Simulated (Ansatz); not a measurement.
# C2HF2Ge radical: small, medium and large basis sets

How large a basis does C2HF2Ge radical need? Two functionals are run in growing sets.

Method: one geometry, several basis sets; program: Ansatz 0.2.0, Gaussian basis.

The runs, in order: PBE0-D4/def2-SVP; ωB97M-V/def2-SVP; PBE0-D4/def2-QZVPP; ωB97M-V/def2-QZVPP; the functionals' def2-TZVPP values are taken from earlier runs.

## Step 1: The relaxed structure

An earlier PBE0-D4 in a triple-zeta def2 set relaxation fixed the geometry.

SMILES `C#[C][Ge]([F])[F]`, 6 atoms, charge 0, spin multiplicity 2.

Atoms are counted from 1 here; the program's logs count them from 0.

Bond lengths: C1–C2 1.206 Å, C1–H6 1.067 Å, C2–Ge3 1.892 Å, Ge3–F4 1.728 Å, Ge3–F5 1.728 Å. Angles: C2–C1–H6 178.2°, C1–C2–Ge3 171.1°, C2–Ge3–F4 108.5°, C2–Ge3–F5 108.5°, F4–Ge3–F5 104.7°.

As a file:

| atom | x (Å) | y (Å) | z (Å) |
| --- | --- | --- | --- |
| C1 | -0.1901 | 0.5184 | 1.6929 |
| C2 | -0.1314 | 0.2042 | 0.5303 |
| Ge3 | -0.2896 | -0.1397 | -1.3231 |
| F4 | -0.2766 | -1.8506 | -1.5651 |
| F5 | 1.1429 | 0.4241 | -2.1082 |
| H6 | -0.2132 | 0.7797 | 2.7270 |

## Step 2: PBE0-D4 in def2-SVP

The input, in.yaml:

```yaml
crystal:
  periodic: [false, false, false]
  atoms:
    - {symbol: C, position_ang: [-0.190100, 0.518382, 1.692948]}
    - {symbol: C, position_ang: [-0.131417, 0.204157, 0.530329]}
    - {symbol: Ge, position_ang: [-0.289598, -0.139669, -1.323139]}
    - {symbol: F, position_ang: [-0.276601, -1.850641, -1.565139]}
    - {symbol: F, position_ang: [1.142887, 0.424070, -2.108219]}
    - {symbol: H, position_ang: [-0.213171, 0.779702, 2.727020]}
basis:
  gaussian: {orbitals: def2-SVP}
magnetization: {spin_polarized: true, initial_magnetization: 1}
hamiltonian: {xc: pbe0, dispersion: d4}
output: {orbitals: {seedname: orbitals}}
```

Run with:

```sh
ansatz run in.yaml --threads 2 --pin off --events-out ev --progress --plain --max-ram 32768MiB --backend cpu
```

After this run come: ωB97M-V in def2-SVP; PBE0-D4 in def2-QZVPP; ωB97M-V in def2-QZVPP.

Before running them: what should the planned runs give, taken together? Wanted: PBE0-D4: double and triple zeta above quadruple; ωB97M-V: double and triple zeta above quadruple.

As calculated:

| quantity | value |
| --- | --- |
| PBE0-D4: double and triple zeta above quadruple | 18.11, 1.65 eV |
| ωB97M-V: double and triple zeta above quadruple | 18.23, 1.59 eV |

In words: PBE0-D4 gains 16.45 eV from double to triple zeta, then 1.65 eV more. These are total energies; as a rule much of such shifts cancels in differences, which this series doesn't test.
